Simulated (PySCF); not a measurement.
The system is NCGaFH, in a box.

```xyz
5
Lattice="12.0000 0.0000 0.0000 0.0000 13.0000 0.0000 0.0000 0.0000 12.0000" Properties=species:S:1:pos:R:3 pbc="T T T"
N     7.4824    4.7010    7.2133
C     6.9094    5.4936    6.6036
Ga    6.0086    6.8772    5.6018
F     4.5437    6.3048    4.8547
H     6.4475    8.3410    5.4217
```

Program: PySCF 2.14.0. Alike in all runs: task atomic charges; potentials or basis pob-tzvp-rev2 (all-electron); no spin polarisation; cell as given; k mesh 1 × 1 × 1; smearing fixed.

Problem. Order these runs on this cell by their band gap on the k mesh, lowest first.
A. level B3LYP+D3(OP); three-body dispersion term no; exxdiv ewald
B. level SOGGA11
C. level HSE06; exxdiv ewald
D. level r2SCAN

Solution. B (5.56 eV), D (5.91 eV), C (7.04 eV), A (7.32 eV).

Caveats: this is a molecule in a periodic box at the Γ point, so its band gap is the HOMO-LUMO gap; relativity is left out, which matters for the heavier elements; the basis of atomic orbitals isn't converged, which shifts pressures, moduli and gaps; this program's HSE differs a little from the usual definition (some runs).

Runs at the PBE level aren't shown here.
